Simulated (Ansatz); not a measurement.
# CaGaC2N2: the cost of one run

Computed with Ansatz 0.2.0 (DFT PBE, scalar-relativistic, plane waves, PAW, unless a step's input says otherwise).

1 further run of the same task is left out (it didn't finish).

## (1) Starting point

The structure is triclinic, space group P-1 (No. 2). Conventional cell: a = 3.529 Å, b = 3.725 Å, c = 9.831 Å, α = 82.44°, β = 82.34°, γ = 62.81°. Ca (site symmetry -1) is surrounded by 2 N at 2.21 Å. Around Ga (site symmetry -1) lie 2 C at 1.90 Å. C (site symmetry 1) has 1 N at 1.17 Å and 1 Ga at 1.90 Å in its first shell of neighbours. Around N (site symmetry 1) lie 1 C at 1.17 Å.

Coordinates:

```cif
data_structure
_symmetry_space_group_name_H-M 'P-1'
_symmetry_Int_Tables_number 2
_cell_length_a 3.5295
_cell_length_b 3.7245
_cell_length_c 9.8307
_cell_angle_alpha 82.436
_cell_angle_beta 82.337
_cell_angle_gamma 62.815
_cell_volume 113.56
loop_
_atom_site_label
_atom_site_type_symbol
_atom_site_symmetry_multiplicity
_atom_site_Wyckoff_symbol
_atom_site_fract_x
_atom_site_fract_y
_atom_site_fract_z
_atom_site_occupancy
Ca1 Ca 1 h 0.50000 0.50000 0.50000 1
Ga1 Ga 1 a 0.00000 0.00000 0.00000 1
C1 C 2 i 0.17968 0.82032 0.82032 1
N1 N 2 i 0.29056 0.70944 0.70944 1
```

The cell is invented: packed cyanide-bridged chains (P-1, No. 2). Its size is a rough estimate.

## (2) The guess as it stands, on a coarse mesh

input.yaml

```yaml
crystal:
  lattice:
    - [3.52946422, 0.0, 0.0]
    - [1.70160284, 3.31308759, 0.0]
    - [1.31093988, 0.78139777, 9.71147186]
  atoms:
    - { symbol: Ca, position: [0.5, 0.5, 0.5] }
    - { symbol: Ga, position: [0.0, 0.0, 0.0] }
    - { symbol: C, position: [0.17968158, 0.82031842, 0.82031842] }
    - { symbol: C, position: [0.82031842, 0.17968158, 0.17968158] }
    - { symbol: "N", position: [0.29056103, 0.70943897, 0.70943897] }
    - { symbol: "N", position: [0.70943897, 0.29056103, 0.29056103] }
basis:
  ecutwfc: 420
kpoints:
  mp_grid: { grid: [6, 6, 2] }
hamiltonian:
  xc: pbe
scf:
  occupations: { method: gaussian, width: 0.1 }
  lower_state_search: "off"
output:
  forces: true
  stress: true
  eigenvalues: true
```

On the command line:

```bash
ansatz run input.yaml --threads 1 --pin off --max-ram 2560MiB --backend cpu --events-out ev --progress --plain --runs-dir out
```

Q: Estimate wall time and peak memory on 1 thread of AMD EPYC 9R45 (Zen 5), shared host.

About 3 s, with a peak of 0.48 GiB.
